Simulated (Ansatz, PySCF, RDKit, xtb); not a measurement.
# Isomers of C6H5Cl3, a sample narrowed down

A sample of isomers of C6H5Cl3 is drawn. Aim: find which of them has the lowest free energy at 298.15 K, then its properties. The sample is small against all isomers, and the most stable one of this formula need not be in it.

Plan: many cheap relaxations first (GFN2-xTB), then density-functional screening, relaxation at PBE-D3(BJ)/def2-SVP, vibrations (at GFN2-xTB) and a final energy. The numbers are computed, not measured.

### 1 Drawing up candidates

Isomers were taken from a list of plausible structures; this is a sample, not all of them. That gives 10 candidates.

| label | SMILES | spin |
| --- | --- | --- |
| c365 | ClC(Cl)(Cl)C1=CCC=C1 | singlet |
| c467 | ClC(Cl)(Cl)C1C=CC=C1 | singlet |
| c475 | ClC(Cl)(Cl)C1=C[C@@H]2C[C@H]12 | singlet |
| c546 | ClC(Cl)(Cl)[C@H]1[C@]23C[C@]12C3 | singlet |
| c611 | ClC=C1CC(=C(Cl)Cl)C1 | singlet |
| c655 | ClCC1=C[C@H](Cl)C(Cl)=C1 | singlet |
| c723 | C=C(C)C#CC(Cl)(Cl)Cl | singlet |
| c920 | C=CC#C[C@H](Cl)C(Cl)Cl | singlet |
| c935 | C=C1CC=C1C(Cl)(Cl)Cl | singlet |
| c969 | ClC(Cl)[C@H]1[C@@]23C[C@@]12[C@H]3Cl | singlet |

Candidates are built by distance geometry, with a force field where one applies, in up to four conformers (letters a to d).

**Question.** With final energies at CCSD(T)/def2-SVP + MP2/def2-TZVPP - MP2/def2-SVP, which structure will this search put lowest in free energy, and by what margin?

| quantity | value |
| --- | --- |
| lowest structure found | ClCC1=C[C@H](Cl)C(Cl)=C1, singlet |
| next finalist | ClC(Cl)(Cl)C1=CCC=C1, singlet, 6.0 kcal/mol higher in G |
| share at equilibrium, among the finalists | 100.0 % |
| dipole moment (PBE0/def2-SVPD) | 1.50 D |
| HOMO energy (PBE0/def2-SVPD) | -6.96 eV |
| LUMO energy (PBE0/def2-SVPD) | -2.14 eV |
| HOMO–LUMO gap (PBE0/def2-SVPD) | 4.81 eV |
| lowest excitation (TD-PBE0/def2-SVPD) | 3.92 eV (f = 0.042) |
| strongest of the states computed, same level | 5.83 eV (f = 0.094) |
| lowest triplet excitation, same level, Tamm-Dancoff | 2.43 eV |
| vertical ionisation energy | 8.68 eV |
| vertical electron affinity | 0.55 eV |
| vertical triplet less singlet | +2.52 eV |

`ClCC1=C[C@H](Cl)C(Cl)=C1` comes out lowest. Among the finalists first place is clear (6.0 kcal/mol); structures outside the list aren't covered. GFN2-xTB, HF/STO-3G, r2SCAN-D4/def2-SVP, PBE-D3(BJ)/def2-SVP, HF/def2-SVP and MP2/def2-SVP already put its bonding pattern lowest among the structures in one piece. One minimum inside the window was never screened. The search is not exhaustive (a finite list of starts, one conformer a finalist), so a lower isomer can't be ruled out. Only 10 drawn patterns were tried, so whole families of isomers are missing, and the result ranks this sample alone. The lowest isomer need not be the one that is made and kept in a bottle, which depends on barriers.
